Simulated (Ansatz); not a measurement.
# C4H3F5: a ladder of functionals and wavefunction methods

An exercise on one series of results from a longer session: the logs are not shown, and one member is left open.

Computed with Ansatz 0.2.0, Gaussian basis. Level: functionals in def2-TZVPP, the program's frozen cores in correlated methods.

The runs, in order: LDA (SPW92), PBE-D4, revPBE-D4, BLYP-D4, r2SCAN-D4, B97M-V, PBE0-D4, B3LYP-D4, r2SCANh-D4, r2SCAN0-D4, HSE06-D4, BHLYP-D4, CAM-B3LYP-D4, LC-ωPBE, ωB97X-V, ωB97M-V, B2PLYP, PBE-QIDH; CCSD(T)/def2-SVP; CCSD(T)/def2-TZVPP; MP2/def2-QZVPP; extrapolation to the limit; RPA on PBE.

## The geometry

All runs share one geometry, relaxed beforehand with PBE0-D4 in a triple-zeta def2 set.

12 atoms, charge 0, spin multiplicity 1.

Atoms are counted from 1 here; the program's logs count them from 0.

Bond lengths: F1–C2 1.337 Å, C2–C3 1.320 Å, C2–C7 1.502 Å, C3–C4 1.487 Å, C3–H10 1.086 Å, C4–F5 1.360 Å, C4–F6 1.360 Å, C4–H11 1.088 Å, C7–F8 1.349 Å, C7–F9 1.353 Å, C7–H12 1.095 Å. Angles: F1–C2–C3 119.5°, F1–C2–C7 108.5°, C3–C2–C7 132.0°, C2–C3–C4 127.4°, C2–C3–H10 117.6°, C4–C3–H10 114.9°, C3–C4–F5 108.5°, C3–C4–F6 109.0°, C3–C4–H11 115.6°, F5–C4–F6 106.7°, F5–C4–H11 108.3°, F6–C4–H11 108.4°, C2–C7–F8 112.2°, C2–C7–F9 109.5°, C2–C7–H12 110.3°, F8–C7–F9 107.9°, F8–C7–H12 108.7°, F9–C7–H12 108.1°.

Geometry (Å):

| atom | x (Å) | y (Å) | z (Å) |
| --- | --- | --- | --- |
| F1 | -0.4445 | 0.3575 | -2.2350 |
| C2 | -0.1144 | 0.2332 | -0.9454 |
| C3 | -0.7532 | -0.6429 | -0.1922 |
| C4 | -0.5186 | -0.9402 | 1.2457 |
| F5 | -0.3047 | -2.2761 | 1.3806 |
| F6 | -1.6473 | -0.6510 | 1.9477 |
| C7 | 0.9886 | 1.2061 | -0.6393 |
| F8 | 1.1972 | 1.3391 | 0.6864 |
| F9 | 2.1409 | 0.7721 | -1.2002 |
| H10 | -1.5372 | -1.2307 | -0.6592 |
| H11 | 0.3148 | -0.4126 | 1.7040 |
| H12 | 0.7554 | 2.1906 | -1.0591 |

Set-up of the first run:

File in.yaml:

```yaml
crystal:
  periodic: [false, false, false]
  atoms:
    - {symbol: F, position_ang: [-0.444509, 0.357505, -2.234958]}
    - {symbol: C, position_ang: [-0.114419, 0.233211, -0.945360]}
    - {symbol: C, position_ang: [-0.753153, -0.642926, -0.192210]}
    - {symbol: C, position_ang: [-0.518560, -0.940167, 1.245664]}
    - {symbol: F, position_ang: [-0.304663, -2.276145, 1.380590]}
    - {symbol: F, position_ang: [-1.647348, -0.651013, 1.947707]}
    - {symbol: C, position_ang: [0.988582, 1.206130, -0.639273]}
    - {symbol: F, position_ang: [1.197199, 1.339077, 0.686446]}
    - {symbol: F, position_ang: [2.140871, 0.772082, -1.200244]}
    - {symbol: H, position_ang: [-1.537234, -1.230728, -0.659202]}
    - {symbol: H, position_ang: [0.314809, -0.412586, 1.703990]}
    - {symbol: H, position_ang: [0.755425, 2.190559, -1.059148]}
basis:
  gaussian: {orbitals: def2-TZVPP}
hamiltonian: {xc: lda}
output: {orbitals: {seedname: orbitals}}
```

Started as:

```sh
$ ansatz run in.yaml --threads 2 --pin off --events-out ev --progress --plain --max-ram 32768MiB --backend cuda --devices 0, --max-vram 18GiB
```

Steps of the session up to this table: LDA; PBE-D4 (GGA); revPBE-D4 (GGA); BLYP-D4 (GGA); r2SCAN-D4 (meta-GGA); B97M-V (meta-GGA); B3LYP-D4 (hybrid); r2SCANh-D4 (hybrid); r2SCAN0-D4 (hybrid); HSE06-D4 (hybrid); BHLYP-D4 (hybrid); CAM-B3LYP-D4 (range-separated); LC-ωPBE (range-separated); ωB97X-V (range-separated); ωB97M-V (range-separated); B2PLYP (double hybrid); PBE-QIDH (double hybrid).

One of the session's tables, all rows but one given; the rest of the session is left out.

It belongs to the step «Orbital energies across the functionals». 

```
  functional  HOMO (eV)  gap (eV)
 LDA (SPW92)      -7.61      5.16
      PBE-D4      -7.35      5.23
   revPBE-D4      -7.26      5.25
     BLYP-D4      -7.24      5.22
   r2SCAN-D4      -7.64      5.69
      B97M-V      -7.69      5.82
     PBE0-D4      -8.71      7.57
    B3LYP-D4      -8.49      7.09
  r2SCANh-D4      -8.15      6.55
  r2SCAN0-D4      -8.91      7.86
    HSE06-D4      -8.31      6.78
    BHLYP-D4      -9.93      9.89
CAM-B3LYP-D4     -10.13     10.11
     LC-ωPBE     -11.48     12.68
     ωB97X-V          ?         ?
     ωB97M-V     -10.99     12.04
```

Q: Estimate the row for ωB97X-V from the others.

The run gave: HOMO (eV): -11.08; gap (eV): 12.24. In the column «HOMO (eV)» it lies between LC-ωPBE (-11.48) and ωB97M-V (-10.99).
